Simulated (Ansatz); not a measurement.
# MP2/6-31G(d) (spherical functions) run of C2F4 (tetrafluoroethylene)

What is the electronic atomisation energy of C2F4 (tetrafluoroethylene) at MP2/6-31G* (spherical functions)? 

Program for the calculation: Ansatz 0.2.0.

41 further runs of the same task are left out: 41 set aside as unsound or not needed.

### Step 1. The molecule

C2F4: 6 atoms, total charge 0, spin state singlet. As SMILES, `FC(F)=C(F)F`. The shape is that of a PBE0-D4/def2-TZVP optimisation.

Bond lengths: F1–C2 1.310 Å, C2–F3 1.310 Å, C2–C4 1.320 Å, C4–F5 1.310 Å, C4–F6 1.310 Å. Angles: F1–C2–F3 113.3°, F1–C2–C4 123.4°, F3–C2–C4 123.4°, C2–C4–F5 123.4°, C2–C4–F6 123.4°, F5–C4–F6 113.3°.

### Step 2. The energy at MP2/6-31G(d) (spherical functions)

run.yaml

```yaml
crystal:
  periodic: [false, false, false]
  atoms:
    - {symbol: F, position_ang: [1.169200, -1.134500, -0.708000]}
    - {symbol: C, position_ang: [0.202500, -0.640200, 0.025700]}
    - {symbol: F, position_ang: [-0.337500, -1.520600, 0.832300]}
    - {symbol: C, position_ang: [-0.188400, 0.618800, -0.041100]}
    - {symbol: F, position_ang: [0.351500, 1.499300, -0.847600]}
    - {symbol: F, position_ang: [-1.155200, 1.113100, 0.692600]}
basis:
  gaussian:
    orbitals: 6-31G_st_-spherical.json
magnetization:
  spin_polarized: false
correlation:
  method: mp2
  frozen_orbitals: {C: 1, F: 1}
accuracy: high
```

The basis set 6-31G* is read from a file made from the Basis Set Exchange's data (not shown).

Launch:

```
ansatz run run.yaml --threads 1 --pin off --max-ram 3480MiB --events-out events.jsonl --progress --plain --runs-dir runs
```

Output:

```text
Warning: RAYON_NUM_THREADS=1 ignored (pool sized by the plan → 1); use --threads N
Functional definition: HF
  name "HF"
  exchange = exact_x
  correlation = 0
1875 factors; integrals over basis functions are off by at most 3.1e-9 eV
mean field evaluation 1: about -12878.3237 eV, gradient 3.9e1 eV
mean field evaluation 2: about -12879.0274 eV, gradient 4.1e1 eV
mean field evaluation 4: about -12882.0956 eV, gradient 3.8e0 eV
mean field evaluation 8: about -12882.1530 eV, gradient 1.5e-1 eV
mean field evaluation 16: about -12882.1532 eV, gradient 1.0e-7 eV
mean field -12882.15317264 eV, -473.4103972576 hartree, gradient 1.9e-8 eV, S^2 0.000000; 0 other end points of the search recorded, 0 dependent functions left out
6 core orbitals not correlated: weight in the atoms' cores, before any rotation towards them, 1.000 or more for the frozen orbitals, at most 0.000 for the correlated occupied ones
reference -12882.15317264 eV, -473.4103972576 hartree; 18, 18 occupied and 60, 60 virtual orbitals, 1875 factors
second order -24.93678124 eV of doubles, -0.00000000 eV of singles
Total energy: -12907.08995388 eV, -474.3268070654 hartree
```

Wall time 2.8 s (1 thread of Arm Neoverse V1, shared host); peak memory 0.23 GiB.

### Step 3. The C atom

in.yaml

```yaml
crystal:
  periodic: [false, false, false]
  atoms:
    - symbol: C
      position_ang: [0.000000, 0.000000, 0.000000]
basis:
  gaussian:
    orbitals: 6-31G_st_-spherical.json
magnetization:
  spin_polarized: true
  initial_magnetization: 2
correlation:
  method: mp2
  frozen_orbitals: {C: 1}
accuracy: high
```

The basis set 6-31G* is read from a file made from the Basis Set Exchange's data (not shown).

Run the same way, it converges to -37.73144 Eh (log not shown).

### Step 4. The F atom, same level

run.yaml

```yaml
crystal:
  periodic: [false, false, false]
  atoms:
    - {symbol: F, position_ang: [0.000000, 0.000000, 0.000000]}
basis:
  gaussian: {orbitals: 6-31G_st_-spherical.json}
magnetization: {spin_polarized: true, initial_magnetization: 1}
correlation: {method: mp2, frozen_orbitals: {F: 1}}
accuracy: high
```

The basis set 6-31G* is read from a file made from the Basis Set Exchange's data (not shown).

Launch:

```
ansatz run run.yaml --threads 1 --pin off --max-ram 3480MiB --events-out events.jsonl --progress --plain --runs-dir runs
```

Output:

```text
Warning: RAYON_NUM_THREADS=1 ignored (pool sized by the plan → 1); use --threads N
Functional definition: HF
  name "HF"
  exchange = exact_x
  correlation = 0
93 factors; integrals over basis functions are off by at most 1.9e-9 eV
mean field evaluation 1: about -2703.6782 eV, gradient 6.2e0 eV
mean field evaluation 2: about -2703.6787 eV, gradient 6.2e0 eV
mean field evaluation 4: about -2703.8146 eV, gradient 5.6e-1 eV
mean field evaluation 8: about -2703.8162 eV, gradient 5.7e-4 eV
mean field evaluation 16: about -2703.8162 eV, gradient 8.0e-3 eV
mean field evaluation 32: about -2703.8162 eV, gradient 1.8e-4 eV
mean field -2703.81618324 eV, -99.3634120218 hartree, gradient 2.4e-8 eV, S^2 0.752626; 3 other end points of the search recorded, 0 dependent functions left out
1 core orbitals not correlated: weight in the atoms' cores, before any rotation towards them, 1.000 or more for the frozen orbitals, at most 0.000 for the correlated occupied ones
reference -2703.81618324 eV, -99.3634120218 hartree; 4, 3 occupied and 9, 10 virtual orbitals, 93 factors
second order -3.31757323 eV of doubles, -0.00000000 eV of singles
Total energy: -2707.13375648 eV, -99.4853305893 hartree
```

Run time: 0.06 s. Hardware: 1 thread of Arm Neoverse V1, shared host.

### Step 5. Summary of results

Level: MP2/6-31G* (spherical functions), 6 core orbitals frozen.

| quantity | value |
| --- | --- |
| molecule: total energy | -474.32681 Eh |
| molecule: correlation energy (6 core orbitals frozen) | -916.4 mEh |
| C atom: total energy | -37.73144 Eh |
| C atom: correlation energy (1 core orbital frozen) | -50.9 mEh |
| C atom: ⟨S²⟩ of the reference determinant | 2.005 |
| F atom: total energy | -99.48533 Eh |
| F atom: correlation energy (1 core orbital frozen) | -121.9 mEh |
| F atom: ⟨S²⟩ of the reference determinant | 0.753 |
| electronic atomisation energy | 25.105 eV |

In words: Taking the molecule apart into free atoms costs 25.11 eV (2422 kJ/mol), before zero-point energy and without spin-orbit coupling.
